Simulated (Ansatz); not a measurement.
**CoH (triplet): the correlation ladder, def2-SVP**

The task here is to estimate one member of a computed series from the others.

Method: def2-SVP, core rule «outside noble gas», up to 9 orbitals frozen; program: Ansatz 0.2.0, Gaussian basis.

Plan: UHF; CCSD(T) on ROHF; CCSD(T) on UHF; CISD; CCSDT(Q) on ROHF; CCSDT(Q) on UHF; CASSCF and MRCISD+Q, 10 electrons in 7 orbitals; CASSCF and NEVPT2, 10 electrons in 7 orbitals.

17 further runs of the same task are left out: 2 for a known fault of the program, 4 that didn't finish, 11 set aside as unsound or not needed.

## The geometry

The geometry is a PBE0/def2-TZVP stationary point (not a proven minimum).

2 atoms, charge 0, spin multiplicity 3.

Atoms are counted from 1 here; the program's logs count them from 0.

Bond lengths: Co1–H2 1.524 Å.

Set-up of the first run:

Input file in.yaml:

```yaml
crystal:
  periodic: [false, false, false]
  atoms:
    - {symbol: Co, position_ang: [0.000000, 0.000000, 0.000000]}
    - {symbol: H, position_ang: [0.000000, 0.000000, 1.524200]}
basis:
  gaussian: {orbitals: def2-SVP}
magnetization: {spin_polarized: true, initial_magnetization: 2}
hamiltonian: {xc: hf}
output: {orbitals: {seedname: orbitals}}
```

Command:

```sh
> ansatz run in.yaml --threads 1 --pin off --events-out ev --progress --plain --max-ram 2393MiB
```

Steps of the session up to this table: UHF; CCSD(T) on ROHF; CCSD(T) on UHF; CISD; CCSDT(Q) on ROHF; CCSDT(Q) on UHF; CASSCF and MRCISD+Q, 10 electrons in 7 orbitals; CASSCF and NEVPT2, 10 electrons in 7 orbitals.

One table of the session follows, with a row left open; its other results are not shown here.

It belongs to the step «Misses and costs». 

```
          method  from RCCSDT(Q) (meV)
            ROHF               +6747.4
             UHF               +5053.4
            RMP2                +444.4
            UMP2                +808.6
            CISD                +818.0
           RCCSD                +279.4
           UCCSD                     ?
        RCCSD(T)                 +83.4
        UCCSD(T)                  -3.5
          RCCSDT                 -17.7
          UCCSDT                 -74.4
       RCCSDT(Q)                     0
       UCCSDT(Q)                 -94.0
  CASSCF valence               +5268.2
  NEVPT2 valence               +1138.1
  MRCISD valence                +594.3
MRCISD+Q valence                +318.7
```

Q: Estimate the row for UCCSD from the others.

As computed: from RCCSDT(Q) (meV): +131.9. In the column «from RCCSDT(Q) (meV)» it lies between RCCSD(T) (+83.4) and RCCSD (+279.4).

With the free atoms at the same levels and basis (separate runs), the atomisation energy is 1.590 eV at RCCSDT(Q), 1.506 eV at RCCSD(T), 1.490 eV at UCCSD(T), -0.814 eV at ROHF.

Caveats from the session: The determinant is far from a pure spin state, so its energy mixes those of several spin states (harmless only where they are near-degenerate, as at dissociation). Warnings: spin contamination; large T1 diagnostic. Restricted and unrestricted rows rest on different reference determinants; where their highest levels disagree by more than a few hundredths of an eV, they describe different states and don't form one ladder.
